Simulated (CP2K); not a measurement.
# HfIn4SiO6 (C2) in CP2K: notebook

Runs on HfIn4SiO6. Level: PBE. Tasks: atomic charges, electron localisation function.

Program: CP2K 2026.2. These are calculated values, not measurements. Logs are shortened: lines on timing, memory, paths and dates and some standing lists are left out, and cuts for length are marked.

## 1. Starting point

Symmetry: C2, No. 5, monoclinic system. Conventional cell: a = 5.432 Å, b = 9.407 Å, c = 7.636 Å, α = 90.00°, β = 104.07°, γ = 90.00°. Hf (site symmetry 2) has 6 O at 2.13 to 2.14 Å as nearest neighbours. Around In (site symmetry 2) lie 2 O at 2.73 Å and 4 In at 3.12 Å. In (site symmetry 2) is surrounded by 6 O at 2.23 Å. Around In (site symmetry 2) lie 2 O at 2.73 Å and 3 In at 3.07 to 3.12 Å. Around In (site symmetry 2) lie 2 O at 2.73 Å and 3 In at 3.07 to 3.12 Å. Si (site symmetry 2) has 6 O at 1.85 Å as nearest neighbours. O (site symmetry 1) has 1 Si at 1.85 Å as nearest neighbours. O (site symmetry 1) is surrounded by 1 Si at 1.85 Å.

The cell was built by a generator and needn't be a form met in nature.

## 2. Atomic charges, PBE

hfin4sio6_charges.inp reads:

```
&GLOBAL
  PROJECT hfin4sio6_charges
  RUN_TYPE ENERGY_FORCE
  PRINT_LEVEL LOW
&END GLOBAL
&FORCE_EVAL
  METHOD QS
  STRESS_TENSOR ANALYTICAL
  &DFT
    BASIS_SET_FILE_NAME BASIS_MOLOPT_UZH
    POTENTIAL_FILE_NAME POTENTIAL_UZH
    &MGRID
      CUTOFF 600
      REL_CUTOFF 60
      NGRIDS 4
    &END MGRID
    &QS
      METHOD GPW
      EPS_DEFAULT 1.0E-9
    &END QS
    &KPOINTS
      SCHEME MONKHORST-PACK 6 6 4
      GAMMA_CENTERED T
      SYMMETRY T
      SYMMETRY_BACKEND SPGLIB
    &END KPOINTS
    &SCF
      SCF_GUESS ATOMIC
      EPS_SCF 1.0E-6
      MAX_SCF 100
      ADDED_MOS 33
      CHOLESKY OFF
      EPS_EIGVAL 1.0E-7
      &DIAGONALIZATION ON
        ALGORITHM STANDARD
      &END DIAGONALIZATION
      &MIXING ON
        METHOD BROYDEN_MIXING
        ALPHA 0.4
        BETA 1.5
        NBUFFER 8
      &END MIXING
      &SMEAR ON
        METHOD FERMI_DIRAC
        ELECTRONIC_TEMPERATURE [K] 116.045
      &END SMEAR
    &END SCF
    &XC
      &XC_FUNCTIONAL PBE
      &END XC_FUNCTIONAL
    &END XC
    &PRINT
      &KPOINTS ON
      &END KPOINTS
      &MULLIKEN ON
      &END MULLIKEN
      &MO ON
        ENERGIES T
        OCCUPATION_NUMBERS T
        &EACH
          QS_SCF 0
        &END EACH
        ADD_LAST NUMERIC
      &END MO
      &LOWDIN ON
      &END LOWDIN
      &HIRSHFELD ON
        SHAPE_FUNCTION GAUSSIAN
      &END HIRSHFELD
      &VORONOI ON
        VORONOI_RADII VDW
      &END VORONOI
      &E_DENSITY_CUBE ON
        STRIDE 2
      &END E_DENSITY_CUBE
      &V_HARTREE_CUBE ON
        STRIDE 2
      &END V_HARTREE_CUBE
      &ELF_CUBE ON
        STRIDE 2
      &END ELF_CUBE
    &END PRINT
  &END DFT
  &SUBSYS
    &CELL
      A 5.4313425004 0.0000000000 0.0000000000
      B -2.7152881875 4.7039017225 0.0000000000
      C -0.9282855847 -1.6076866136 7.4069988498
      PERIODIC XYZ
    &END CELL
    &COORD
      SCALED
      Hf  0.7883500000 0.2116500000 0.0000000000
      In  0.6217500000 0.3782500000 0.5000000000
      In  0.4550200000 0.5449800000 0.0000000000
      In  0.2840700000 0.7159300000 0.5000000000
      In  0.9581400000 0.0418600000 0.5000000000
      Si  0.1216800000 0.8783200000 0.0000000000
      O   0.0621900000 0.1141500000 0.8666600000
      O   0.8858500000 0.9378100000 0.1333400000
      O   0.7949000000 0.5378400000 0.8666300000
      O   0.4621600000 0.2051000000 0.1333700000
      O   0.1535200000 0.6287900000 0.1333300000
      O   0.3712100000 0.8464800000 0.8666700000
    &END COORD
    &KIND Hf
      BASIS_SET TZVP-MOLOPT-PBE-GTH-q12
      POTENTIAL GTH-PBE-q12
    &END KIND
    &KIND In
      BASIS_SET TZVP-MOLOPT-PBE-GTH-q13
      POTENTIAL GTH-PBE-q13
    &END KIND
    &KIND Si
      BASIS_SET TZVP-MOLOPT-PBE-GTH-q4
      POTENTIAL GTH-PBE-q4
    &END KIND
    &KIND O
      BASIS_SET TZVP-MOLOPT-PBE-GTH-q6
      POTENTIAL GTH-PBE-q6
    &END KIND
    &PRINT
      &ATOMIC_COORDINATES ON
      &END ATOMIC_COORDINATES
      &CELL ON
      &END CELL
    &END PRINT
  &END SUBSYS
  &PRINT
    &FORCES ON
    &END FORCES
    &STRESS_TENSOR ON
    &END STRESS_TENSOR
  &END PRINT
&END FORCE_EVAL
```

Potentials or basis: POTENTIAL_UZH Hf GTH-PBE-q12, In GTH-PBE-q13, Si GTH-PBE-q4, O GTH-PBE-q6; TZVP-MOLOPT-PBE-GTH basis.

On the command line:

```bash
$ OMP_NUM_THREADS=1 mpirun -n 6 cp2k.psmp -i hfin4sio6_charges.inp -o hfin4sio6_charges.out
```

hfin4sio6_charges.out:

```text

 CP2K| version string:                                       CP2K version 2026.2
 CP2K| Input file name                                     hfin4sio6_charges.inp

 GLOBAL| Force Environment number                                              1
 GLOBAL| Basis set file name                                    BASIS_MOLOPT_UZH
 GLOBAL| Potential file name                                       POTENTIAL_UZH
 GLOBAL| MM Potential file name                                     MM_POTENTIAL
 GLOBAL| Coordinate file name                                      __STD_INPUT__
 GLOBAL| Method name                                                        CP2K
 GLOBAL| Project name                                          hfin4sio6_charges
 GLOBAL| Run type                                                   ENERGY_FORCE
 GLOBAL| FFT library                                                       FFTW3
 GLOBAL| Diagonalization library                                       ScaLAPACK
 GLOBAL| Cholesky decomposition library                                ScaLAPACK
 GLOBAL| DGEMM library                                                      BLAS
 GLOBAL| Direct generalized diagonalization requested                          F
 GLOBAL| Matrix multiplication library                                 ScaLAPACK
 GLOBAL| Global print level                                                  LOW
 GLOBAL| Total number of message passing processes                             6
 GLOBAL| Number of threads for this process                                    1
 GLOBAL| CPU model name           Intel(R) Xeon(R) Platinum 8259CL CPU @ 2.50GHz

 CELL| Volume [angstrom^3]:                                           189.237720
 CELL| Vector a [angstrom]:       5.431     0.000     0.000   |a| =     5.431343
 CELL| Vector b [angstrom]:      -2.715     4.704     0.000   |b| =     5.431343
 CELL| Vector c [angstrom]:      -0.928    -1.608     7.407   |c| =     7.636099
 CELL| Angle (b,c), alpha [degree]:                                    96.982456
 CELL| Angle (a,c), beta  [degree]:                                    96.982456
 CELL| Angle (a,b), gamma [degree]:                                   119.995334
 CELL| Numerically orthorhombic:                                              NO
 CELL| Periodicity                                                           XYZ

 CELL_REF| Volume [angstrom^3]:                                       189.237720
 CELL_REF| Vector a [angstrom     5.431     0.000     0.000   |a| =     5.431343
 CELL_REF| Vector b [angstrom    -2.715     4.704     0.000   |b| =     5.431343
 CELL_REF| Vector c [angstrom    -0.928    -1.608     7.407   |c| =     7.636099
 CELL_REF| Angle (b,c), alpha [degree]:                                96.982456
 CELL_REF| Angle (a,c), beta  [degree]:                                96.982456
 CELL_REF| Angle (a,b), gamma [degree]:                               119.995334
 CELL_REF| Numerically orthorhombic:                                          NO
 CELL_REF| Periodicity                                                       XYZ

 GENERATE|  Preliminary Number of Bonds generated:                             0
 GENERATE|  Achieved consistency in connectivity generation.

 *******************************************************************************
 *******************************************************************************
 **            Copyright (C) by CP2K developers group (2000-2026)             **
 *******************************************************************************

 TOTAL NUMBERS AND MAXIMUM NUMBERS

  Total number of            - Atomic kinds:                                   4
                             - Atoms:                                         12
                             - Shell sets:                                    12
                             - Shells:                                       100
                             - Primitive Cartesian functions:                 63
                             - Cartesian basis functions:                    327
                             - Spherical basis functions:                    290

  Maximum angular momentum of- Orbital basis functions:                        3
                             - Local part of the GTH pseudopotential:          2
                             - Non-local part of the GTH pseudopotential:      4

 MODULE QUICKSTEP: ATOMIC COORDINATES IN ANGSTROM

   Atom Kind Element         X             Y             Z       Z(eff)     Mass
      1    1 Hf   72      3.707108      0.995581      0.000000  12.0000 178.4900
      2    2 In   49      1.885737      0.975408      3.703499  13.0000 114.8180
      3    2 In   49      0.991592      2.563532      0.000000  13.0000 114.8180
      4    2 In   49     -0.865218      2.563821      3.703499  13.0000 114.8180
[... 138 lines left out ...]
  Total energy:                                              -375.06829670804149
  Total energy (extrapolated to T->0):                       -375.06828084726965

 MO| EIGENVALUES AND OCCUPATION NUMBERS FOR K POINT 1
 MO|
 MO|  Index      Eigenvalue [a.u.]        Eigenvalue [eV]             Occupation
 MO|      1              -2.037077             -55.431687               2.000000
 MO|      2              -0.919825             -25.029712               2.000000
 MO|      3              -0.919765             -25.028073               2.000000
 MO|      4              -0.918912             -25.004875               2.000000
 MO|      5              -0.496844             -13.519807               2.000000
 MO|      6              -0.466771             -12.701474               2.000000
[... 1264 lines left out ...]
 MO|     84               0.748019              20.354633               0.000000
 MO|     85               0.774573              21.077204               0.000000
 MO| Sum:                                                             102.001267
 MO| E(Fermi):            0.281950 a.u.          7.672238 eV

 [... the levels of further k-points ...]

 The electron density is written in Cube    file format to the file:

 hfin4sio6_charges-ELECTRON_DENSITY-1_0.cube

 !-----------------------------------------------------------------------------!
                     Mulliken Population Analysis

 #  Atom  Element  Kind  Atomic population                           Net charge
       1     Hf       1          9.718972                              2.281028
       2     In       2         12.764842                              0.235158
       3     In       2         11.424176                              1.575824
       4     In       2         12.765592                              0.234408
       5     In       2         12.767109                              0.232891
       6     Si       3          2.391063                              1.608937
       7     O        4          7.027753                             -1.027753
       8     O        4          7.027750                             -1.027750
       9     O        4          7.028262                             -1.028262
      10     O        4          7.028262                             -1.028262
      11     O        4          7.028103                             -1.028103
      12     O        4          7.028115                             -1.028115
 # Total charge                            104.000000                 -0.000000

 !-----------------------------------------------------------------------------!

 !-----------------------------------------------------------------------------!
                           Hirshfeld Charges

  #Atom  Element  Kind  Ref Charge     Population                    Net charge
      1       Hf     1      12.000         12.450                        -0.450
      2       In     2      13.000         13.148                        -0.148
      3       In     2      13.000         13.999                        -0.999
      4       In     2      13.000         13.150                        -0.150
      5       In     2      13.000         13.146                        -0.146
      6       Si     3       4.000          2.873                         1.127
      7       O      4       6.000          5.872                         0.128
      8       O      4       6.000          5.872                         0.128
      9       O      4       6.000          5.873                         0.127
     10       O      4       6.000          5.873                         0.127
     11       O      4       6.000          5.872                         0.128
     12       O      4       6.000          5.872                         0.128

  Total Charge                                                           -0.000
 !-----------------------------------------------------------------------------!

 VORONOI| Collecting electron density from MPI ranks and sending to library...
 VORONOI| Voronoi integration finished.

 LOWDIN POPULATION ANALYSIS

 #  Atom  Element  Kind  Atomic population                           Net charge
       1     Hf       1         12.638831                             -0.638831
       2     In       2         13.104940                             -0.104940
       3     In       2         13.889944                             -0.889944
       4     In       2         13.104480                             -0.104480
       5     In       2         13.104595                             -0.104595
       6     Si       3          3.714942                              0.285058
       7     O        4          5.740740                              0.259260
       8     O        4          5.739890                              0.260110
       9     O        4          5.741982                              0.258018
      10     O        4          5.738749                              0.261251
      11     O        4          5.742401                              0.257599
      12     O        4          5.738505                              0.261495
 # Total charge                            104.000000                 -0.000000

               ----- ELF is computed on the real space grid -----

 ELF is written in Cube    file format to the file:

 hfin4sio6_charges-ELF_S1-1_0.cube

 ENERGY| Total FORCE_EVAL ( QS ) energy [hartree]           -375.068295971728901

 FORCES| Atomic forces [hartree/bohr]
 FORCES|   Atom     x               y               z               |f|
 FORCES|      1 -1.82677556E-04  1.05424776E-04 -4.60289856E-09   2.10915796E-04
 FORCES|      2 -1.77661133E-04  1.02497828E-04  9.40768767E-07   2.05110136E-04
 FORCES|      3 -4.33599211E-05  2.48274263E-05 -5.29866258E-08   4.99648543E-05
 FORCES|      4 -1.63577478E-04  9.43965227E-05  9.76181709E-08   1.88860542E-04
 FORCES|      5  3.58498566E-04 -2.06848420E-04  1.27211324E-06   4.13895045E-04
 FORCES|      6 -6.53889712E-05  3.79305220E-05  2.87836112E-08   7.55939342E-05
 FORCES|      7 -4.86792164E-03 -6.19379849E-04  1.01550048E-03   5.01114095E-03
 FORCES|      8 -1.89623279E-03  4.52509111E-03 -1.01637014E-03   5.01050463E-03
 FORCES|      9  2.98595611E-03 -4.62415954E-03  1.06449852E-03   5.60641976E-03
 FORCES|     10  5.49757664E-03 -2.75100002E-04 -1.06523230E-03   5.60658084E-03
 FORCES|     11 -2.75594310E-03 -4.28555621E-03 -1.06086103E-03   5.20448273E-03
 FORCES|     12  2.33464450E-03  4.52966365E-03  1.06018273E-03   5.20503652E-03
 FORCES| Sum     1.02391324E-03 -5.91212188E-04 -4.43481710E-11
 FORCES| Total atomic force                                       1.18234097E-03

 STRESS| Analytical stress tensor [bar]
 STRESS|                        x                   y                   z
 STRESS|      x       -3.71589672309E+03   2.28708098201E+02   3.00345830938E+01
 STRESS|      y        2.28708098201E+02  -3.44948097609E+03   5.45338486277E+01
 STRESS|      z        3.00345830938E+01   5.45338486277E+01  -5.39558017931E+03
 STRESS| 1/3 Trace                                            -4.18698595950E+03
 STRESS| Determinant                                          -6.88629479202E+10

 STRESS| Eigenvectors and eigenvalues of the analytical stress tensor [bar]
 STRESS|                        1                   2                   3
 STRESS| Eigenvalues  -5.39744437376E+03  -3.84736089427E+03  -3.31615261046E+03
 STRESS|      x          -0.014275281055      0.867017973412      0.498072334236
 STRESS|      y          -0.026306728541     -0.498276327755      0.866619095816
 STRESS|      z           0.999551985834     -0.000731422530      0.029921441088
```

Wall time 2.5 min (6 MPI ranks of Intel Xeon Platinum 8259CL at 2.50GHz (Skylake/Cascade Lake), shared host).

What came out:

```
Free energy            : -10206.1274 eV
Pressure               : -0.4 GPa
Largest force          : 0.288 eV/Å
Band gap on the k mesh : none (metal or under the smearing width)
Mulliken charges       : Hf +2.28; In +0.24, +1.58, +0.23; Si +1.61; O -1.03 e
Hirshfeld charges      : Hf -0.45; In -0.15, -1.00; Si +1.13; O +0.13 e
Voronoi charges        : Hf +0.67; In +0.19, +0.20, +0.17; Si -5.91; O +0.75, +0.76 e
```

Forces in eV/Å, atoms in the order of the input:
```
Hf  -0.009  0.005  0.000
In  -0.009  0.005  0.000
In  -0.002  0.001  0.000
In  -0.008  0.005  0.000
In   0.018 -0.011  0.000
Si  -0.003  0.002  0.000
O   -0.250 -0.032  0.052
O   -0.098  0.233 -0.052
O    0.154 -0.238  0.055
O    0.283 -0.014 -0.055
O   -0.142 -0.220 -0.055
O    0.120  0.233  0.055
```

Caveat: Hirshfeld charges from Gaussian shapes aren't those from atomic densities; Mulliken charges move with the basis; the basis of atomic orbitals isn't converged, which shifts pressures, moduli and gaps. The run has no spin-orbit coupling, so splittings on Hf are missing.

[end of part 1 of 2]
